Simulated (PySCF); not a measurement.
**C2H6N2SSi2: electronic excitations**

What electronic excitations should C2H6N2SSi2 (`[SiH3]c1nnsc1[SiH3]`) show?

The runs use PySCF 2.14.0, with density-fitted response routines of our own; the level of theory stands in each step. All values are computed, except where a source is named. Atoms are numbered from 0 throughout.

## Step 1: Starting geometry

13 atoms, charge 0, multiplicity 1; geometry from: GFN2-xTB.

Bonds of the start (Å): Si0–C1 1.88, C1–N2 1.35, N2–N3 1.25, N3–S4 1.66, S4–C5 1.72, C5–Si6 1.87, C5–C1 1.38, Si0–H7 1.46, Si0–H8 1.47, Si0–H9 1.47, Si6–H10 1.46, Si6–H11 1.46, Si6–H12 1.46.

## Step 2: Excited states and response: PBE0/def2-SVPD

The job: settings as JSON, then the geometry in Å.

```
{"job": {"kind": "uv", "xc": "PBE0", "basis": "def2-SVPD", "nstates": 8, "ntriplets": 3}, "charge": 0, "multiplicity": 1}
Si    -0.882934    -1.836295    -0.221947
C     -0.935905     0.025749     0.033380
N     -2.142359     0.613318     0.154573
N     -2.132889     1.854766     0.323662
S     -0.596834     2.488854     0.358643
C      0.101832     0.934904     0.122743
Si     1.962103     0.724490     0.030926
H     -2.260677    -2.312683    -0.241554
H     -0.201806    -2.110128    -1.490922
H     -0.124086    -2.433387     0.881181
H      2.230237    -0.696533    -0.176641
H      2.529220     1.207579     1.291614
H      2.449709     1.539854    -1.083385
```

With the program's defaults for keys left out, this is: TDDFT PBE0/def2-SVPD, vertical, gas phase, core orbitals frozen in the response.

Run with:

```sh
OMP_NUM_THREADS=1 python probes_run.py task.json out
```

One launch serves the whole session: the jobs run in the order shown.

Predict these results of the whole session: lowest singlet (PBE0/def2-SVPD); brightest single state of those computed; lowest triplet.

As calculated:

```
                                quantity                        value
         lowest singlet (PBE0/def2-SVPD)  3.85 eV (322 nm), f = 0.001
brightest single state of those computed  state 3, 5.70 eV, f = 0.100
                          lowest triplet                      3.20 eV
```

**Reading.** The lowest singlet, at 3.85 eV, is HOMO→LUMO 0.98 and is weak; of the 8 states computed, the strongest absorption comes from state 3 at 5.70 eV. The lowest triplet lies 0.65 eV below the lowest singlet (triplets in Tamm-Dancoff, singlets in full TDDFT).
